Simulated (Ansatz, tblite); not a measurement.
# n-GeGeGeGeGeH12 (Ge₅H₁₂): a ladder of methods and basis sets

Aim: run the singlet of n-GeGeGeGeGeH12 (Ge₅H₁₂) at one geometry on many levels, and compare frontier levels, spin and run time.

The runs use Ansatz 0.2.0, Gaussian basis; as each input shows.

Plan: GFN1-xTB, GFN2-xTB, PBE-D4/def2-TZVP, r2SCAN-D4/def2-TZVP, revPBE-D4/def2-TZVP, LC-ωPBE/def2-TZVP, PBE-D4/def2-SVP, PBE0-D4/def2-SVP, MP2/def2-TZVP, RPA/def2-TZVP.

4 further runs of the same task are left out: 2 that didn't finish, 2 set aside as unsound or not needed. Runs told in other sessions of the task aren't counted.

## Step 1: The structure

The singlet was relaxed beforehand with PBE0-D4/def2-SVP.

17 atoms, charge 0, spin multiplicity 1.

Bond lengths: Ge1–Ge2 2.426 Å, Ge1–H6 1.539 Å, Ge1–H7 1.539 Å, Ge1–H8 1.540 Å, Ge2–Ge3 2.428 Å, Ge2–H9 1.542 Å, Ge2–H10 1.542 Å, Ge3–Ge4 2.427 Å, Ge3–H11 1.542 Å, Ge3–H12 1.542 Å, Ge4–Ge5 2.424 Å, Ge4–H13 1.542 Å, Ge4–H14 1.544 Å, Ge5–H15 1.540 Å, Ge5–H16 1.540 Å, Ge5–H17 1.541 Å. Angles: Ge2–Ge1–H6 109.8°, Ge2–Ge1–H7 111.2°, Ge2–Ge1–H8 109.7°, H6–Ge1–H7 108.9°, H6–Ge1–H8 108.5°, H7–Ge1–H8 108.7°, Ge1–Ge2–Ge3 109.6°, Ge1–Ge2–H9 110.2°, Ge1–Ge2–H10 109.1°, Ge3–Ge2–H9 110.9°, Ge3–Ge2–H10 109.0°, H9–Ge2–H10 108.1°, Ge2–Ge3–Ge4 107.8°, Ge2–Ge3–H11 110.5°, Ge2–Ge3–H12 109.7°, Ge4–Ge3–H11 110.2°, Ge4–Ge3–H12 110.4°, H11–Ge3–H12 108.3° and more.

PBE0-D4/def2-TZVP was run before; its log isn't repeated, and its numbers join the tables.

## Step 2: GFN1-xTB

Tight binding, by tblite at 300 K electronic temperature and without a spin-polarisation term:

```python
tblite.interface.Calculator('GFN1-xTB', numbers, positions, charge=0, uhf=0).singlepoint()
```

Energy -403.3576 eV, HOMO -11.64 eV, LUMO -7.97 eV; 0.016 s.

## Step 3: GFN2-xTB

Tight binding, by tblite at 300 K electronic temperature and without a spin-polarisation term:

```python
tblite.interface.Calculator('GFN2-xTB', numbers, positions, charge=0, uhf=0).singlepoint()
```

Energy -428.6770 eV, HOMO -10.33 eV, LUMO -4.98 eV; 0.01 s.

## Step 4: PBE-D4/def2-TZVP

start.molden holds the orbitals of an earlier run on this state, given as this run's starting guess.

File in.yaml:

```yaml
crystal:
  periodic: [false, false, false]
  atoms:
    - {symbol: Ge, position_ang: [1.777848, 1.812245, -0.822423]}
    - {symbol: Ge, position_ang: [0.162587, 1.808880, 0.987175]}
    - {symbol: Ge, position_ang: [-1.855018, 0.662217, 0.274802]}
    - {symbol: Ge, position_ang: [-1.186979, -1.373967, -0.864635]}
    - {symbol: Ge, position_ang: [0.348199, -2.627565, 0.530725]}
    - {symbol: H, position_ang: [1.166559, 2.481402, -2.066581]}
    - {symbol: H, position_ang: [3.056501, 2.572472, -0.426316]}
    - {symbol: H, position_ang: [2.155257, 0.363011, -1.183556]}
    - {symbol: H, position_ang: [-0.151632, 3.253903, 1.422448]}
    - {symbol: H, position_ang: [0.761885, 1.063521, 2.197159]}
    - {symbol: H, position_ang: [-2.742661, 0.324543, 1.489686]}
    - {symbol: H, position_ang: [-2.660873, 1.570455, -0.675822]}
    - {symbol: H, position_ang: [-2.411982, -2.242520, -1.215350]}
    - {symbol: H, position_ang: [-0.480844, -0.988760, -2.182279]}
    - {symbol: H, position_ang: [0.919114, -3.844205, -0.220803]}
    - {symbol: H, position_ang: [-0.373496, -3.119613, 1.799400]}
    - {symbol: H, position_ang: [1.515545, -1.716019, 0.956350]}
basis:
  gaussian: {orbitals: def2-TZVP, initial_orbitals: start.molden}
hamiltonian: {xc: pbe, dispersion: d4}
scf: {omitted_lower_state_checks: [starts]}
output: {forces: true, orbitals: {seedname: orbitals}}
```

The run is started by

```bash
> ansatz run in.yaml --threads 4 --pin off --events-out ev --progress --plain --max-ram 4787MiB
```

After this run come: r2SCAN-D4/def2-TZVP; revPBE-D4/def2-TZVP; LC-ωPBE/def2-TZVP; PBE-D4/def2-SVP; PBE0-D4/def2-SVP; MP2/def2-TZVP; RPA/def2-TZVP.

**Question.** What will the summary of the whole plan be? Wanted: gap in def2-TZVP, named functionals, smallest and largest; correlation energy, MP2/def2-TZVP; binding an atom, functionals in def2-TZVP; PBE0 total energy, smallest basis above largest.

As calculated:

```
                                                 quantity                                    value
gap in def2-TZVP, named functionals, smallest and largest     5.64 eV (PBE-D4), 11.88 eV (LC-ωPBE)
                        correlation energy, MP2/def2-TZVP                                -34.90 eV
                binding an atom, functionals in def2-TZVP  2.61 (revPBE-D4) to 2.72 eV (r2SCAN-D4)
          PBE0 total energy, smallest basis above largest           35.62 eV (def2-SVP, def2-TZVP)
```

Over the named functionals in def2-TZVP the gap runs from 5.64 eV (PBE-D4) to 11.88 eV (LC-ωPBE); exact exchange widens it.
